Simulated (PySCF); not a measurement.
# F4O2V2 ([F2V(mu-O)2VF2]2-): the cost of one run

Computed with PySCF 2.14.0 and routines of our own; the level stands in each step. Atoms count from 0.

## 1. The system as given

8 atoms, charge -2, high-spin multiplicity 5; geometry from: idealised, bond lengths from ionic radii.

The system (edge-sharing dimer): [F2V(mu-O)2VF2]2-. The metals (V(III), V(III)) are 2.42 Å apart; the bridge angle is 87°; the spin sites are atom 0 (2 unpaired) and atom 1 (2 unpaired).

## 2. Magnetic exchange: B3LYP/def2-SVP in water

The job: settings as JSON, then the geometry in Å.

```
{"job": {"kind": "bs", "xc": "B3LYP", "basis": "def2-SVP", "grid": 1, "solvent": "water"}, "charge": -2, "high_spin_multiplicity": 5, "spin_sites": [[[0], 2], [[1], 2]]}
V     -1.115400     0.000000    -0.474300
V      1.159300     0.000000     0.353600
O      0.172600     1.205300    -0.474300
O      0.172600    -1.205300    -0.474300
F     -2.134700     0.000000     1.045500
F     -2.134700    -0.000000    -1.994100
F      2.917100    -0.000000    -0.155400
F      0.963200     0.000000     2.173100
```

Level: B3LYP/def2-SVP high-spin and broken-symmetry single points, IEF-PCM water.

Run with:

```
$ OMP_NUM_THREADS=1 python exch_run.py task.json out
```

The driver reads the jobs from task.json and runs them one after another.

Q: Estimate the wall time and peak memory of this first job on 1 thread of Arm Neoverse N1, shared host.

About 48 s, with a peak of 0.53 GiB.
